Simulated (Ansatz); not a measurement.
# GeH3OSb: the cost of one run

Method: RKS B3LYP-D4/def2-mTZVP, in Ansatz 0.2.0.

### 1 The structure to begin with

Bond lengths: O1–Ge2 1.905 Å, O1–Sb3 1.930 Å, Ge2–Sb3 2.531 Å, Ge2–H4 1.536 Å, Ge2–H5 1.531 Å, Sb3–H6 1.733 Å. Angles: O1–Ge2–Sb3 49.1°, O1–Ge2–H4 95.3°, O1–Ge2–H5 95.7°, Sb3–Ge2–H4 119.5°, Sb3–Ge2–H5 124.2°, H4–Ge2–H5 103.0°, Ge2–O1–Sb3 82.6°, O1–Sb3–Ge2 48.3°, O1–Sb3–H6 94.7°, Ge2–Sb3–H6 88.8°.

Structure file:

```xyz
6

O     0.8525   -0.8424   -0.0151
Ge   -0.6829    0.1378   -0.5712
Sb    0.1316   -0.4930    1.7411
H    -1.2150   -0.9553   -1.5107
H     0.0688    1.0721   -1.5223
H     0.8450    1.0809    1.8782
```

### 2 End point A

File input.yaml:

```yaml
crystal:
  periodic: [false, false, false]
  atoms:
    - { symbol: O, position_ang: [0.85245, -0.84244, -0.01514] }
    - { symbol: Ge, position_ang: [-0.6829, 0.13779, -0.57119] }
    - { symbol: Sb, position_ang: [0.13157, -0.49298, 1.74106] }
    - { symbol: H, position_ang: [-1.21497, -0.95529, -1.51065] }
    - { symbol: H, position_ang: [0.06882, 1.07207, -1.52232] }
    - { symbol: H, position_ang: [0.84503, 1.08085, 1.87824] }
basis:
  gaussian: { orbitals: def2-mTZVP }
hamiltonian:
  xc: b3lyp
  dispersion: d4
relax:
  f_tol: 0.02
  max_steps: 50
```

Run with:

```
ansatz run input.yaml --threads 2 --pin off --max-ram 3072MiB --backend cpu --events-out ev --progress --plain --runs-dir out
```

Q: Estimate wall time and peak memory on 2 threads of Arm Neoverse V2, shared host.

About 23 s, with a peak of 0.25 GiB.
